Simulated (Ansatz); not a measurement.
# C2H8OSi2: basis-set convergence

An exercise on one series of results from a longer session: the logs are not shown, and one member is left open.

Computed with Ansatz 0.2.0, Gaussian basis. Level: one geometry, several basis sets.

Levels to be run: PBE0-D4/def2-SVP; ωB97M-V/def2-SVP; PBE0-D4/def2-QZVPP; ωB97M-V/def2-QZVPP; the functionals' def2-TZVPP values are taken from earlier runs.

**Structure used throughout**

An earlier PBE0-D4 in a triple-zeta def2 set relaxation fixed the geometry.

13 atoms, charge 0, spin multiplicity 1.

Atoms are counted from 1 here; the program's logs count them from 0.

Bond lengths: C1–C2 1.330 Å, C1–H6 1.086 Å, C1–H7 1.086 Å, C2–Si3 1.853 Å, C2–H8 1.090 Å, Si3–O4 1.636 Å, Si3–H9 1.490 Å, Si3–H10 1.486 Å, O4–Si5 1.633 Å, Si5–H11 1.484 Å, Si5–H12 1.487 Å, Si5–H13 1.486 Å. Angles: C2–C1–H6 122.3°, C2–C1–H7 121.6°, H6–C1–H7 116.1°, C1–C2–Si3 123.1°, C1–C2–H8 118.3°, Si3–C2–H8 118.6°, C2–Si3–O4 109.7°, C2–Si3–H9 110.0°, C2–Si3–H10 110.6°, O4–Si3–H9 109.7°, O4–Si3–H10 108.3°, H9–Si3–H10 108.5°, Si3–O4–Si5 145.9°, O4–Si5–H11 109.0°, O4–Si5–H12 110.4°, O4–Si5–H13 109.5°, H11–Si5–H12 109.6°, H11–Si5–H13 109.3° and more.

Set-up of the first run:

in.yaml

```yaml
crystal:
  periodic: [false, false, false]
  atoms:
    - {symbol: C, position_ang: [0.341263, 1.849585, -1.000899]}
    - {symbol: C, position_ang: [-0.128024, 0.804374, -1.676276]}
    - {symbol: Si, position_ang: [-0.734626, -0.742145, -0.855041]}
    - {symbol: O, position_ang: [-0.577370, -0.604140, 0.767423]}
    - {symbol: Si, position_ang: [0.364558, -0.912064, 2.065064]}
    - {symbol: H, position_ang: [0.696222, 2.748560, -1.496884]}
    - {symbol: H, position_ang: [0.387739, 1.851723, 0.084361]}
    - {symbol: H, position_ang: [-0.154566, 0.861329, -2.764207]}
    - {symbol: H, position_ang: [0.046311, -1.915408, -1.337348]}
    - {symbol: H, position_ang: [-2.168962, -0.971554, -1.166826]}
    - {symbol: H, position_ang: [-0.483725, -1.432599, 3.165429]}
    - {symbol: H, position_ang: [1.406918, -1.915947, 1.722712]}
    - {symbol: H, position_ang: [1.024762, 0.343686, 2.507291]}
basis:
  gaussian: {orbitals: def2-SVP}
hamiltonian: {xc: pbe0, dispersion: d4}
output: {orbitals: {seedname: orbitals}}
```

Steps of the session up to this table: PBE0-D4 in def2-SVP; ωB97M-V in def2-SVP; PBE0-D4 in def2-QZVPP; ωB97M-V in def2-QZVPP.

One table of the session follows, with a row left open; its other results are not shown here.

It belongs to the step «Density functionals: the series». 

| functional | basis | HOMO (eV) | LUMO (eV) |
| --- | --- | --- | --- |
| PBE0-D4 | def2-SVP | -7.94 | -0.28 |
| PBE0-D4 | def2-TZVPP | -8.01 | -0.50 |
| PBE0-D4 | def2-QZVPP | -8.02 | -0.55 |
| ωB97M-V | def2-SVP | -10.16 | 1.93 |
| ωB97M-V | def2-TZVPP | ? | ? |
| ωB97M-V | def2-QZVPP | -10.25 | 1.31 |

**Question.** Estimate the row for ωB97M-V, def2-TZVPP.

As computed: HOMO (eV): -10.25; LUMO (eV): 1.61.
